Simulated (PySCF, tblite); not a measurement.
**C6H6ClF+ (doublet): geometry, infrared bands and EPR parameters**

Wanted: the infrared bands and EPR parameters of C6H6ClF+ (doublet) (`[H]/[C+]=[C]/[C@@H]1C[C@H](Cl)[C@@H]1F`), by calculation.

Computed with tblite 0.8.0 and PySCF 2.14.0, with density-fitted response routines of our own, on a single molecule in the gas phase. Atoms are numbered from 0 throughout.

## 1. Starting geometry

14 atoms, charge 1, multiplicity 2; geometry from: force field or distance geometry start.

Bonds of the start (Å): C0–C1 1.31, C1–C2 1.44, C2–C3 1.50, C3–C4 1.51, C4–Cl5 1.78, C4–C6 1.51, C6–F7 1.39, C6–C2 1.54, C0–H8 1.05, C2–H9 1.11, C3–H10 1.08, C3–H11 1.13, C4–H12 1.11, C6–H13 1.12.

## 2. Relaxing the molecule with GFN2-xTB

The job: settings as JSON, then the geometry in Å.

```
{"job": {"kind": "relax", "xc": "GFN2-xTB", "basis": "xTB"}, "charge": 1, "multiplicity": 2}
C      2.525700    -0.591100    -0.348100
C      1.599100    -0.516900     0.571300
C      0.191200    -0.757800     0.377800
C     -0.458700    -0.302600    -0.896800
C     -1.246600     0.793500    -0.212700
Cl    -0.769600     2.427400    -0.732600
C     -0.597600     0.359200     1.078000
F      0.268100     1.318500     1.578900
H      3.479800    -0.553700    -0.790500
H     -0.231500    -1.729800     0.714300
H      0.151900    -0.015000    -1.734500
H     -1.208300    -1.082600    -1.238800
H     -2.353900     0.675800    -0.199100
H     -1.350100    -0.025400     1.810600
```

Started as:

```sh
OMP_NUM_THREADS=1 python probes_run.py task.json out
```

This one command runs all jobs of the session in turn.

**Question.** This job is followed by: GFN2-xTB harmonic vibrations, gas phase; UKS B3LYP, pcH-1 on C Cl F H, non-relativistic, mean-field spin-orbit, GIAO. Predict these results of the whole session: strongest single infrared mode (GFN2-xTB); zero-point energy (GFN2-xTB); g(iso) (B3LYP); ⟨S²⟩; largest a(iso).

The runs gave:

```
                                 quantity                  value
strongest single infrared mode (GFN2-xTB)  2173 cm⁻¹, 207 km/mol
             zero-point energy (GFN2-xTB)          61.5 kcal/mol
                           g(iso) (B3LYP)                2.01567
                                     ⟨S²⟩     0.753 (exact 0.75)
                           largest a(iso)   1H on H12, 115.2 MHz
```

What this shows: Over 85 steps the energy fell by 1.663 eV; of the close pairs, C0–C1 changed most, 1.307 to 1.212 Å. No mode is imaginary among the 36: a minimum at this level. The strongest single mode, at 2173 cm⁻¹, moves mainly C1 and C0. Unscaled tight-binding wavenumbers are off by several per cent, some by more. Its intensities can rank the bands wrongly. The largest spin populations lie on C0 (0.38 e), Cl5 (0.30 e). The isotropic g lies 13.4 ppt above the free-electron value. The conformer search found further structures of the same energy, which may be mirror or relabelled copies of this one.
